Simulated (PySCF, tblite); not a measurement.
**C₅H₁₁FN₂Si: geometry, infrared bands and NMR shifts**

Wanted: the infrared bands and NMR shifts of C₅H₁₁FN₂Si (`C/N=C/[C@@H]1C[Si@@H](CF)N1`), by calculation.

Programs: tblite 0.8.0 and PySCF 2.14.0, with density-fitted response routines of our own. Each step states its level of theory. These are calculated values for one molecule in the gas phase, unless marked as measured. Atoms are numbered from 0 throughout.

## (1) The molecule as given

20 atoms, charge 0, multiplicity 1; geometry from: force field or distance geometry start.

Bonds of the start (Å): C0–N1 1.45, N1–C2 1.31, C2–C3 1.56, C3–C4 1.58, C4–Si5 1.87, Si5–C6 1.83, C6–F7 1.37, Si5–N8 1.69, N8–C3 1.49, C0–H9 1.11, C0–H10 1.10, C0–H11 1.09, C2–H12 1.11, C3–H13 1.11, C4–H14 1.10, C4–H15 1.10, Si5–H16 1.48, C6–H17 1.10, C6–H18 1.09, N8–H19 1.03.

## (2) Geometry optimisation with GFN2-xTB

What the job is given:

```
{"job": {"kind": "relax", "xc": "GFN2-xTB", "basis": "xTB"}, "charge": 0, "multiplicity": 1}
C     -3.429600     0.266300    -1.326100
N     -2.042100     0.428500    -0.952700
C     -1.497000    -0.681100    -0.525800
C     -0.001700    -0.718200    -0.090100
C      0.370500     0.075600     1.221700
Si     1.812100     0.760700     0.256500
C      3.384200    -0.105800     0.595000
F      3.821500     0.201800     1.860500
N      0.868400     0.091900    -0.982000
H     -4.040400    -0.146300    -0.501800
H     -3.854600     1.249800    -1.574700
H     -3.540300    -0.371500    -2.208500
H     -2.066000    -1.630100    -0.471200
H      0.344700    -1.772900    -0.032400
H     -0.362600     0.844000     1.514500
H      0.606800    -0.544400     2.093000
H      1.856300     2.237400     0.108500
H      3.275700    -1.202100     0.552400
H      4.176700     0.181600    -0.090500
H      0.312400     0.845600    -1.402100
```

Launch:

```sh
> OMP_NUM_THREADS=1 python probes_run.py task.json out
```

One launch serves the whole session: the jobs run in the order shown.

**Question.** This job is followed by: GFN2-xTB harmonic vibrations, gas phase; GIAO PBE0/pcSseg-1 NMR shielding, non-relativistic, gas phase. What will the session give for the following? strongest single infrared mode (GFN2-xTB); zero-point energy (GFN2-xTB); 13C shifts against TMS (PBE0/pcSseg-1); 1H shifts against TMS (PBE0/pcSseg-1, means over atoms taken as alike); 15N shifts against NH3 (PBE0/pcSseg-1); 29Si shifts against TMS (PBE0/pcSseg-1); 19F shifts against CFCl3 (PBE0/pcSseg-1).

**Answer**, as computed:

| quantity | value |
| --- | --- |
| strongest single infrared mode (GFN2-xTB) | 2247 cm⁻¹, 282 km/mol |
| zero-point energy (GFN2-xTB) | 97.5 kcal/mol |
| 13C shifts against TMS (PBE0/pcSseg-1) | 172.6, 80.6, 60.8, 50.3, 18.3 ppm |
| 1H shifts against TMS (PBE0/pcSseg-1, means over atoms taken as alike) | 7.96, 5.70, 5.04, 4.87, 4.28, 3.71, 1.88, 1.09, 1.05 ppm |
| 15N shifts against NH3 (PBE0/pcSseg-1) | 355.9, 47.4 ppm |
| 29Si shifts against TMS (PBE0/pcSseg-1) | 6.0 ppm |
| 19F shifts against CFCl3 (PBE0/pcSseg-1) | -310.5 ppm |

In words: Over 161 steps the energy fell by 1.094 eV; of the close pairs, Si5–C6 changed most, 1.827 to 1.913 Å. All 54 modes are real, so the xTB geometry is a minimum. The strongest single mode, at 2247 cm⁻¹, moves mainly H16. Unscaled tight-binding wavenumbers are off by several per cent, some by more. Its intensities can rank the bands wrongly. At PBE0/pcSseg-1: Shielding is most anisotropic at N1 (span 708 ppm, paramagnetic term -418 ppm).
